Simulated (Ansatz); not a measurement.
# GeBH₄+: one structure at several levels

The task here is to estimate one member of a computed series from the others.

Program: Ansatz 0.2.0, Gaussian basis. Level of theory: single points in def2-TZVPP. These are calculated values, not measurements.

Correlated methods freeze the cores. Filled d shells of the heavier atoms are correlated.

## Where the work starts

SMILES `[BH2][GeH2+]`, 6 atoms, charge 1, spin multiplicity 1.

Atoms are counted from 1 here; the program's logs count them from 0.

Bond lengths: B1–Ge2 2.111 Å, B1–H3 1.033 Å, B1–H4 1.155 Å, Ge2–H5 1.531 Å, Ge2–H6 1.768 Å. Angles: Ge2–B1–H3 115.7°, Ge2–B1–H4 112.3°, H3–B1–H4 132.0°, B1–Ge2–H5 128.6°, B1–Ge2–H6 125.1°, H5–Ge2–H6 105.8°.

Geometry (Å):

```xyz
6
BGeH4
B    -0.1192   -1.1620    0.1469
Ge    0.0749    0.9130   -0.1877
H    -1.0863   -1.5256    0.1572
H     0.9035   -1.6800    0.2908
H     0.0394    1.6731   -1.5161
H     0.0778    2.1508    1.0744
```

Set-up of the first run:

Contents of run/in.yaml:

```yaml
crystal:
  periodic: [false, false, false]
  atoms:
    - {symbol: B, position_ang: [-0.119200, -1.162000, 0.146900]}
    - {symbol: Ge, position_ang: [0.074900, 0.913000, -0.187700]}
    - {symbol: H, position_ang: [-1.086300, -1.525600, 0.157200]}
    - {symbol: H, position_ang: [0.903500, -1.680000, 0.290800]}
    - {symbol: H, position_ang: [0.039400, 1.673100, -1.516100]}
    - {symbol: H, position_ang: [0.077800, 2.150800, 1.074400]}
basis:
  gaussian: {orbitals: def2-TZVPP}
total_charge: 1
correlation: {method: ccsd_t}
output: {forces: true}
```

The command line of these runs was not kept.

Among the steps run: CCSD(T)/def2-TZVPP; PBE0-D4/def2-TZVPP; wB97M-V/def2-TZVPP; r2SCAN-D4/def2-TZVPP; PBE-D4/def2-TZVPP; wB97X-V/def2-TZVPP; CAM-B3LYP-D4/def2-TZVPP.

One of the session's tables, all rows but one given; the rest of the session is left out.

```
      method  RMS force component (eV/Å)  angle to CCSD(T) forces (°)
     CCSD(T)                       2.072                    reference
     PBE0-D4                       2.089                          2.1
     wB97M-V                       2.034                          1.8
   r2SCAN-D4                           ?                            ?
      PBE-D4                       2.078                          5.4
     wB97X-V                       2.122                          1.1
CAM-B3LYP-D4                       2.051                          1.3
```

Q: Estimate the row for r2SCAN-D4 from the others.

As computed: RMS force component (eV/Å): 2.074; angle to CCSD(T) forces (°): 2.5. In the column «RMS force component (eV/Å)» it lies between CCSD(T) (2.072) and PBE-D4 (2.078).
